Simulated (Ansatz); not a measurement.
# BeBH₃ (singlet): wave-function methods side by side at distance Be2–H5 = 1.892 Å, 6-31G

One table from this session's results is given with a row withheld; the runs are named, their logs left out.

The runs use Ansatz 0.2.0, Gaussian basis; 6-31G, core rule «outside noble gas», up to 2 orbitals frozen.

The runs, in order: UHF; CCSD(T) on RHF; BCCD(T) on RHF; CISD; CCSDT(Q) on RHF; CCSDTQ on RHF; CASSCF and MRCISD+Q, 2 electrons in 2 orbitals; CASSCF and NEVPT2, 2 electrons in 2 orbitals; Full CI.

38 further runs of the same task are left out: 22 for a known fault of the program, 13 that didn't finish, 3 set aside as unsound or not needed. Runs told in other sessions of the task aren't counted.

## The geometry

The geometry derives from a PBE0/def2-TZVP stationary point (not a proven minimum). One bond is set to the value named and the two fragments are kept rigid.

5 atoms, charge 0, spin multiplicity 1.

Atoms are counted from 1 here; the program's logs count them from 0.

Bond lengths: B1–Be2 1.873 Å, B1–H3 1.202 Å, B1–H4 1.202 Å. Angles: Be2–B1–H3 123.4°, Be2–B1–H4 123.4°, H3–B1–H4 113.2°.

Geometry (Å):

```
B     0.0000    0.0000    0.8466
Be    0.0000    0.0000   -1.0266
H     0.0000    1.0032    1.5084
H     0.0000   -1.0032    1.5084
H     0.0000    0.0000   -2.9186
```

The first run:

Input file in.yaml:

```yaml
crystal:
  periodic: [false, false, false]
  atoms:
    - {symbol: B, position_ang: [0.000000, 0.000000, 0.846593]}
    - {symbol: Be, position_ang: [0.000000, 0.000000, -1.026568]}
    - {symbol: H, position_ang: [0.000000, 1.003181, 1.508449]}
    - {symbol: H, position_ang: [0.000000, -1.003180, 1.508449]}
    - {symbol: H, position_ang: [0.000000, 0.000000, -2.918568]}
basis:
  gaussian: {orbitals: 6-31G}
magnetization: {spin_polarized: true, initial_magnetization: 0}
hamiltonian: {xc: hf}
output: {orbitals: {seedname: orbitals}}
```

Launch:

```
> ansatz run in.yaml --threads 1 --pin off --events-out ev --progress --plain --max-ram 2393MiB
```

Steps of the session up to this table: UHF; CCSD(T) on RHF; BCCD(T) on RHF; CISD; CCSDT(Q) on RHF; CCSDTQ on RHF; CASSCF and MRCISD+Q, 2 electrons in 2 orbitals; CASSCF and NEVPT2, 2 electrons in 2 orbitals; Full CI.

One table of the session follows, with a row left open; its other results are not shown here.

It belongs to the step «Misses and costs». 

| method | from FCI (kJ/mol) |
| --- | --- |
| RHF | +279.9 |
| RMP2 | ? |
| CISD | +21.0 |
| RCCSD | +6.9 |
| RCCSD(T) | +2.0 |
| BCCD(T) | +2.0 |
| RCCSDT | +0.3 |
| RCCSDT(Q) | +0.1 |
| RCCSDTQ | 0.0 |
| CASSCF pair | +219.3 |
| NEVPT2 pair | +59.3 |
| FCI | 0 |

Estimate the missing values for RMP2.

As computed: from FCI (kJ/mol): +79.9. In the column «from FCI (kJ/mol)» it lies between NEVPT2 pair (+59.3) and CASSCF pair (+219.3).

Not comparable, so not listed: CASSCF and MRCISD+Q, 2 electrons in 2 orbitals (they don't share determinant, frozen orbitals or solution with the rows shown, or repeat one).

Caveats from the session: Warnings in the runs' records: passed over end.
